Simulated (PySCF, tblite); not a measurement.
# C₄H₅GeN: geometry, infrared bands, NMR shifts and spin-spin couplings

Wanted: the infrared bands, NMR shifts and spin-spin couplings of C₄H₅GeN (`N#C[C@H]1C=[C]1[GeH3]`), by calculation.

The runs use tblite 0.8.0 and PySCF 2.14.0, with density-fitted response routines of our own; the level of theory stands in each step. All values are computed, except where a source is named. Atoms are numbered from 0 throughout.

### Step 1. The starting structure

11 atoms, charge 0, multiplicity 1; geometry from: force field or distance geometry start.

Bonds of the start (Å): N0–C1 1.14, C1–C2 1.50, C2–C3 1.48, C3–C4 1.33, C4–Ge5 1.93, C4–C2 1.49, C2–H6 1.09, C3–H7 1.09, Ge5–H8 1.57, Ge5–H9 1.54, Ge5–H10 1.53.

### Step 2. Optimising the geometry with GFN2-xTB

Job settings and geometry (Å):

```
{"job": {"kind": "relax", "xc": "GFN2-xTB", "basis": "xTB"}, "charge": 0, "multiplicity": 1}
N     -1.793200     2.391300    -0.996400
C     -1.600300     1.459800    -0.369000
C     -1.295600     0.249700     0.463600
C     -1.179400    -1.049500    -0.239500
C     -0.039700    -0.435800     0.054000
Ge     1.880600    -0.275200     0.045400
H     -1.573500     0.270100     1.519600
H     -1.591500    -1.958900    -0.683300
H      2.308400     1.025500     0.806600
H      2.376500    -0.213100    -1.406100
H      2.513100    -1.461200     0.779100
```

Command:

```console
> OMP_NUM_THREADS=1 python probes_run.py task.json out
```

The driver reads the jobs from task.json and runs them one after another.

What it wrote:

```text
step      E/eV     max force
  0    -429.97293    2.656
  1    -430.06339    4.312
  2    -430.15285    1.624
  3    -430.20470    0.630
  4    -430.23307    0.538
  5    -430.24702    0.730
  6    -430.25382    0.191
  7    -430.25750    0.197
  8    -430.26048    0.191
  9    -430.26286    0.159
 10    -430.26474    0.134
 11    -430.26626    0.134
 12    -430.26724    0.107
 13    -430.26795    0.087
 14    -430.26857    0.086
 15    -430.26918    0.065
 16    -430.26974    0.066
 17    -430.27022    0.061
 18    -430.27068    0.053
 19    -430.27113    0.067
 20    -430.27153    0.062
 21    -430.27182    0.046
 22    -430.27202    0.045
 23    -430.27218    0.042
 24    -430.27237    0.039
 25    -430.27254    0.039
 26    -430.27266    0.031
 27    -430.27275    0.035
 28    -430.27283    0.035
 29    -430.27297    0.040
 30    -430.27317    0.055
 31    -430.27339    0.048
 32    -430.27355    0.030
 33    -430.27366    0.029
 34    -430.27377    0.033
 35    -430.27392    0.050
 36    -430.27409    0.051
 37    -430.27422    0.031
 38    -430.27430    0.023
 39    -430.27436    0.023
 40    -430.27443    0.033
 41    -430.27451    0.032
 42    -430.27456    0.018
 43    -430.27459    0.013
 44    -430.27460    0.011
 45    -430.27462    0.014
 46    -430.27464    0.015
 47    -430.27468    0.018
 48    -430.27471    0.016
 49    -430.27473    0.011
 50    -430.27474    0.009
```

Wall time 0.37 s (1 thread of Arm Neoverse N1, shared host).

Step by step: (not every step is listed)

```csv
step,energy from step 0 (eV),largest force (eV/Å)
0,0.0000,2.6557
1,-0.0905,4.3123
2,-0.1799,1.6237
3,-0.2318,0.6301
4,-0.2601,0.5381
5,-0.2741,0.7303
6,-0.2809,0.1912
7,-0.2846,0.1972
8,-0.2875,0.1912
11,-0.2933,0.1338
14,-0.2956,0.0859
17,-0.2973,0.0613
20,-0.2986,0.0621
23,-0.2992,0.0418
26,-0.2997,0.0313
29,-0.3000,0.0398
32,-0.3006,0.0304
35,-0.3010,0.0504
38,-0.3014,0.0230
41,-0.3016,0.0321
44,-0.3017,0.0109
45,-0.3017,0.0139
46,-0.3017,0.0152
47,-0.3017,0.0181
48,-0.3018,0.0160
49,-0.3018,0.0112
50,-0.3018,0.0095
```

Distances of close pairs at the start and the end, largest changes first:

```csv
bond,before (Å),after (Å),change (Å)
C1–C2,1.500,1.420,-0.080
Ge5–H8,1.567,1.488,-0.078
Ge5–H9,1.535,1.489,-0.046
C2–C4,1.488,1.534,+0.045
Ge5–H10,1.531,1.491,-0.040
C3–H7,1.093,1.062,-0.030
C3–C4,1.327,1.301,-0.026
C2–C3,1.482,1.502,+0.020
```

The final coordinates are the input of the step that follows.

### Step 3. Infrared spectrum with GFN2-xTB

Job settings and geometry (Å):

```
{"job": {"kind": "ir", "xc": "GFN2-xTB", "basis": "xTB"}, "charge": 0, "multiplicity": 1}
N     -1.966913     2.329462    -0.965596
C     -1.652351     1.419878    -0.343258
C     -1.251501     0.292608     0.421774
C     -1.099981    -1.039789    -0.255013
C      0.027959    -0.454279     0.025062
Ge     1.937083    -0.289344     0.059438
H     -1.548490     0.341315     1.467611
H     -1.669336    -1.840735    -0.658817
H      2.278718     0.955097     0.800846
H      2.450227    -0.231439    -1.337158
H      2.500009    -1.480104     0.759147
```

What it wrote:

```text
mode    cm-1     km/mol
  1     -80.7      0.21
  2      72.0      3.89
  3     182.7      2.03
  4     201.1      4.52
  5     266.9      2.58
  6     388.4      9.81
  7     523.3     77.62
  8     539.1    107.11
  9     552.4     11.11
 10     593.8     42.43
 11     685.6     13.13
 12     762.4    388.00
 13     834.3    104.61
 14     835.6    106.59
 15     873.9      4.40
 16     900.3      6.48
 17     963.5     10.06
 18     970.7      2.98
 19    1161.4     29.41
 20    1280.3      8.43
 21    1793.1     28.81
 22    2032.1    124.76
 23    2104.3    374.93
 24    2120.4    384.07
 25    2387.8    242.46
 26    2971.5     36.44
 27    3230.0      2.19
```

Wall time 0.4 s (1 thread of Arm Neoverse N1, shared host).

The strongest bands and the atoms that carry them (share of the mass-weighted mode):

```csv
cm⁻¹,km/mol,atoms
539,107.1,"H9 39 %, H8 32 %"
762,388.0,"H8 35 %, H10 31 %, H9 30 %"
834,104.6,"H8 51 %, H9 33 %, H10 14 %"
836,106.6,"H10 51 %, H9 31 %, H8 16 %"
2032,124.8,"H10 47 %, H9 29 %, H8 23 %"
2104,374.9,"H10 49 %, H9 43 %"
2120,384.1,"H8 69 %, H9 26 %"
2388,242.5,"C1 60 %, N0 39 %"
```

### Step 4. Shielding tensors: PBE0/pcSseg-1

The job, as its differences from that of step 3:

```diff
@@ -1,2 +1,2 @@
-{"job": {"kind": "ir", "xc": "GFN2-xTB", "basis": "xTB"}, "charge": 0, "multiplicity": 1}
+{"job": {"kind": "nmr", "xc": "PBE0", "basis": "pcSseg-1"}, "charge": 0, "multiplicity": 1}
 N     -1.966913     2.329462    -0.965596
```

With the program's defaults for keys left out, this is: GIAO PBE0/pcSseg-1 NMR shielding, non-relativistic, gas phase.

What it wrote:

```text
coarse grid: 45616 points
cycle   1  E = -2286.2323729948  dE =  2.757e-01  |g| = 9.241e-01  |ddm| = 3.314e+00
cycle   2  E = -2286.1096805249  dE =  1.227e-01  |g| = 1.161e+00  |ddm| = 1.291e+00
cycle   3  E = -2286.2784831433  dE = -1.688e-01  |g| = 3.961e-01  |ddm| = 9.975e-01
cycle   4  E = -2286.3108245737  dE = -3.234e-02  |g| = 7.518e-02  |ddm| = 2.881e-01
cycle   5  E = -2286.3116575173  dE = -8.329e-04  |g| = 8.081e-03  |ddm| = 5.911e-02
cycle   6  E = -2286.3116706218  dE = -1.310e-05  |g| = 2.536e-03  |ddm| = 9.914e-03
cycle   7  E = -2286.3116720666  dE = -1.445e-06  |g| = 7.010e-04  |ddm| = 3.267e-03
final grid: 95728 points
cycle   8  E = -2286.3116759120  dE =  1.096e-07  |g| = 9.989e-04  |ddm| = 1.940e-03
cycle   9  E = -2286.3116754588  dE =  4.531e-07  |g| = 1.720e-03  |ddm| = 2.266e-03
cycle  10  E = -2286.3116761327  dE = -6.738e-07  |g| = 2.929e-04  |ddm| = 1.397e-03
cycle  11  E = -2286.3116761531  dE = -2.042e-08  |g| = 3.826e-05  |ddm| = 2.642e-04
cycle  12  E = -2286.3116761534  dE = -3.306e-10  |g| = 8.266e-06  |ddm| = 3.272e-05
converged SCF energy = -2286.3116761534

GIAO shielding tensors (ppm)
atom      isotropic    diamagn.    paramagn.     s11        s22        s33       span
  0 N      -16.035     340.445    -356.480   -186.999   -183.315    322.208    509.207
  1 C       58.541     260.203    -201.662    -59.314    -54.656    289.592    348.906
  2 C      185.071     249.323     -64.253    141.386    153.763    260.064    118.678
  3 C       55.036     256.448    -201.412   -103.423    100.683    167.848    271.271
  4 C       67.192     257.833    -190.640    -76.110     94.743    182.945    259.055
  5 Ge    1592.158    2754.052   -1161.894   1520.220   1588.903   1667.349    147.129
  6 H       30.114      29.217       0.897     23.246     27.784     39.313     16.068
  7 H       23.901      32.664      -8.763     19.534     24.087     28.083      8.549
  8 H       27.471      28.248      -0.777     20.384     22.932     39.096     18.712
  9 H       27.478      27.923      -0.445     20.811     22.497     39.126     18.315
 10 H       27.597      27.703      -0.105     20.866     22.585     39.341     18.474
```

It took 29 s on 1 thread of Arm Neoverse N1, shared host; peak memory 0.8 GiB.

The references, computed at this level on geometries of the same kind, shield at (ppm): ¹H TMS 31.72, ¹³C TMS 186.9, ¹⁵N NH3 267.7, ⁷³Ge GeMe4 1331. Their shielding less the atom's gives the shift. The references are single molecules in the gas phase, so shifts against H2O, NH3, PH3, H3PO4 or CFCl3 are not on the usual liquid scales and can be off by tens of ppm. Atoms listed in one row are averaged.

```csv
atoms,environment,σ (ppm),δ (ppm)
C3,alkene CH,55.0,131.9
C1,nitrile carbon,58.5,128.4
C4,fully substituted alkene carbon,67.2,119.7
C2,three-membered-ring carbon,185.1,1.9
H7,hydrogen on an alkene CH,23.90,7.82
"H8, H9, H10",hydrogen on a germanium bonded to C,27.52,4.20
H6,hydrogen on a three-membered-ring carbon,30.11,1.60
N0,nitrile nitrogen,-16.0,283.8
Ge5,"germanium bonded to C, 3 H",1592,-261
```

The run also stored atomic charges by several schemes (e):

```csv
atoms,Mulliken,IAO,Hirshfeld,ESP fit
N0,-0.26,-0.26,-0.24,-0.48
C1,0.14,0.13,0.06,0.38
C2,-0.21,-0.17,-0.04,-0.15
C3,-0.07,-0.12,-0.02,-0.17
C4,-0.25,-0.23,-0.08,-0.08
Ge5,0.38,0.52,0.34,0.32
```

Mayer bond orders: N0–C1 3.04, C1–C2 0.99, C2–C3 0.93, C3–C4 1.73, C4–Ge5 0.76, C4–C2 0.88.

Ring of atoms C2, C3, C4: NICS(0) -32.6, NICS(1) -8.8, NICS(1)zz -17.8 ppm (means of both faces).

In rings of three or four atoms NICS is ruled by the nearby σ bonds, so it says little on aromaticity.

### Step 5. Spin-spin couplings: B3LYP/pcSseg-1+pcJ-1

The job, as its differences from that of step 4:

```diff
@@ -1,2 +1,2 @@
-{"job": {"kind": "nmr", "xc": "PBE0", "basis": "pcSseg-1"}, "charge": 0, "multiplicity": 1}
+{"job": {"kind": "j", "xc": "B3LYP", "basis": "pcJ-1"}, "charge": 0, "multiplicity": 1}
 N     -1.966913     2.329462    -0.965596
```

Level: B3LYP/pcJ-1 Ge:pcSseg-1 indirect spin-spin coupling, non-relativistic, gas phase.

What it wrote:

```text
coarse grid: 45616 points
cycle   1  E = -2286.8208133830  dE =  2.309e-01  |g| = 1.002e+00  |ddm| = 3.189e+00
cycle   2  E = -2286.6569446949  dE =  1.639e-01  |g| = 1.312e+00  |ddm| = 1.383e+00
cycle   3  E = -2286.8658731046  dE = -2.089e-01  |g| = 4.780e-01  |ddm| = 1.097e+00
cycle   4  E = -2286.9120076553  dE = -4.613e-02  |g| = 8.583e-02  |ddm| = 3.257e-01
cycle   5  E = -2286.9131003830  dE = -1.093e-03  |g| = 1.232e-02  |ddm| = 6.882e-02
cycle   6  E = -2286.9131318448  dE = -3.146e-05  |g| = 3.664e-03  |ddm| = 1.420e-02
cycle   7  E = -2286.9131346439  dE = -2.799e-06  |g| = 1.128e-03  |ddm| = 4.386e-03
final grid: 95728 points
cycle   8  E = -2286.9131177746  dE =  4.606e-07  |g| = 1.794e-03  |ddm| = 3.102e-03
cycle   9  E = -2286.9131159236  dE =  1.851e-06  |g| = 3.283e-03  |ddm| = 4.429e-03
cycle  10  E = -2286.9131185252  dE = -2.602e-06  |g| = 4.464e-04  |ddm| = 2.782e-03
cycle  11  E = -2286.9131185736  dE = -4.846e-08  |g| = 5.474e-05  |ddm| = 3.705e-04
cycle  12  E = -2286.9131185742  dE = -5.343e-10  |g| = 2.149e-05  |ddm| = 4.949e-05
converged SCF energy = -2286.9131185742

Indirect spin-spin couplings (Hz)
  i      j    bonds     total        FC       PSO       DSO        SD
  0 N    1 C    1    -21.617   -15.638     0.278    -0.007    -6.250
  0 N    2 C    2      3.002     2.591     0.331     0.063     0.016
  0 N    3 C    3     -0.515    -0.583    -0.132     0.032     0.168
  0 N    4 C    3     -0.508    -0.571    -0.131     0.020     0.173
  0 N    6 H    3     -1.292    -1.164    -0.420     0.207     0.084
  0 N    7 H    4     -0.252    -0.154    -0.162     0.118    -0.053
  1 C    2 C    1     93.042    94.808    -2.055     0.289         -
  1 C    3 C    2     -2.257    -2.021    -0.257     0.021         -
  1 C    4 C    2     -1.102    -0.874    -0.290     0.062         -
  1 C    6 H    2      9.419     9.497    -0.001    -0.077         -
  1 C    7 H    3     -1.491    -1.528     0.214    -0.176         -
  1 C   10 H    4      0.211     0.450     0.176    -0.415         -
  2 C    3 C    1     13.467    14.110    -0.856     0.213         -
  2 C    4 C    1      3.651     3.831    -0.450     0.271         -
  2 C    6 H    1    189.959   188.582     0.302     1.074         -
  2 C    7 H    2      2.132     2.007     0.627    -0.502         -
  2 C    8 H    3      2.152     2.198    -0.039    -0.007         -
  2 C    9 H    3      1.046     1.308     0.158    -0.421         -
  2 C   10 H    3      2.339     2.619     0.154    -0.433         -
  3 C    4 C    1     60.238    66.412    -6.419     0.245         -
  3 C    6 H    2     -1.249    -1.232     0.281    -0.298         -
  3 C    7 H    1    251.794   252.347    -1.372     0.819         -
  3 C    8 H    3      7.427     7.697     0.319    -0.589         -
  3 C    9 H    3      2.236     2.403     0.152    -0.318         -
  3 C   10 H    3      1.810     1.971     0.131    -0.292         -
  4 C    6 H    2      0.645     0.438     0.314    -0.106         -
  4 C    7 H    2      7.838     7.812     0.717    -0.691         -
  4 C    8 H    2      6.698     7.282    -0.103    -0.481         -
  4 C    9 H    2      8.030     8.590    -0.041    -0.519         -
  4 C   10 H    2      9.220     9.769    -0.057    -0.492         -
  6 H    7 H    3     -1.417    -1.451     1.842    -1.808         -
  6 H    8 H    4      0.202     0.095     0.098     0.009         -
  6 H    9 H    4     -0.321     0.732     1.089    -2.143         -
  6 H   10 H    4     -0.339     0.199     0.475    -1.012         -
  7 H    8 H    4     -0.587     0.353     1.222    -2.163         -
  7 H    9 H    4     -2.185    -1.893     0.657    -0.949         -
  7 H   10 H    4     -1.678    -1.447     0.615    -0.846         -
  8 H    9 H    2      7.581    11.476     1.356    -5.252         -
  8 H   10 H    2      7.543    11.351     1.339    -5.147         -
  9 H   10 H    2      4.405     8.151     1.337    -5.083         -
```

Wall time 66 s (1 thread of Arm Neoverse N1, shared host); peak memory 0.94 GiB.

Couplings of 1 Hz or more, nine at most for each number of bonds, with means over like pairs (isotopes 13C, 1H, 15N):

```csv
pair,bonds,J (Hz),Fermi contact (Hz),dihedral (°)
C3–H7,1,251.8,252.3,–
C2–H6,1,190.0,188.6,–
C1–C2,1,93.0,94.8,–
C3–C4,1,60.2,66.4,–
N0–C1,1,-21.6,-15.6,–
C2–C3,1,13.5,14.1,–
C2–C4,1,3.7,3.8,–
C1–H6,2,9.4,9.5,–
C4–H8,2,8.0,8.5,–
C4–H7,2,7.8,7.8,–
H8–H9,2,6.5,10.3,–
N0–C2,2,3.0,2.6,–
C1–C3,2,-2.3,-2.0,–
C2–H7,2,2.1,2.0,–
C3–H6,2,-1.2,-1.2,–
C1–C4,2,-1.1,-0.9,–
C3–H8,3,3.8,4.0,–
C2–H8,3,1.8,2.0,–
C1–H7,3,-1.5,-1.5,-75
H6–H7,3,-1.4,-1.5,75
N0–H6,3,-1.3,-1.2,–
H7–H8,4,-1.5,-1.0,–
```

The spin-dipole term was solved for some atoms only; pairs without it lack that part.

The response was solved for the nuclei of C, H, N alone, so couplings that need other nuclei can be missing.

Quadrupole couplings from the field gradients of the same density:

```csv
atom,isotope,eQq/h (MHz),η
Ge5,73Ge,-43.1,0.06
N0,14N,-4.576,0.15
```

Shifts (PBE0/pcSseg-1, unscaled) and these couplings together give the proton spectrum at 300 MHz below.

¹H NMR δ 7.82 (quint, J = 1.5 Hz, 1H), 4.20 (d, J = 1.5 Hz, 3H), 1.60 (d, J = 1.4 Hz, 1H).

### Step 6. Summary of results

```
                                                              quantity                         value
                             strongest single infrared mode (GFN2-xTB)          762 cm⁻¹, 388 km/mol
                                          zero-point energy (GFN2-xTB)                 41.8 kcal/mol
                                ¹³C shifts against TMS (PBE0/pcSseg-1)  131.9, 128.4, 119.7, 1.9 ppm
¹H shifts against TMS (PBE0/pcSseg-1, means over atoms taken as alike)          7.82, 4.20, 1.60 ppm
                                ¹⁵N shifts against NH3 (PBE0/pcSseg-1)                     283.8 ppm
                             ⁷³Ge shifts against GeMe4 (PBE0/pcSseg-1)                      -261 ppm
                  largest coupling of the table (B3LYP/pcSseg-1+pcJ-1)       ¹J(C,H) C3–H7, 251.8 Hz
```

**Reading.** The optimisation took 50 steps and gained 0.302 eV; among the close pairs (by a distance rule), C1–C2 changed most, from 1.500 to 1.420 Å. The lowest mode is imaginary (81i cm⁻¹), so the xTB geometry is not a minimum. The strongest single mode, at 762 cm⁻¹, has its largest shares on H8, H10 and H9 (the list is cut at 3 atoms). GFN2-xTB is a fitted tight-binding method: band positions and strengths are rough. Its intensities can rank the bands wrongly. H7 (hydrogen on an alkene CH) lies farthest downfield among hydrogen, at 7.82 ppm; attached to an sp2 carbon and in the plane of the double bond. At PBE0/pcSseg-1: Shielding is most anisotropic at N0 (span 509 ppm, paramagnetic term -356 ppm). In the run at B3LYP/pcSseg-1+pcJ-1, the largest coupling of the table is C3–H7, 251.8 Hz, of which the Fermi-contact term gives 252.3 Hz. Couplings across rotatable bonds belong to this one conformer; where others are populated, the observed values are averages. Spin-orbit coupling is left out, which matters for shieldings and couplings at and beside the heavy atoms.
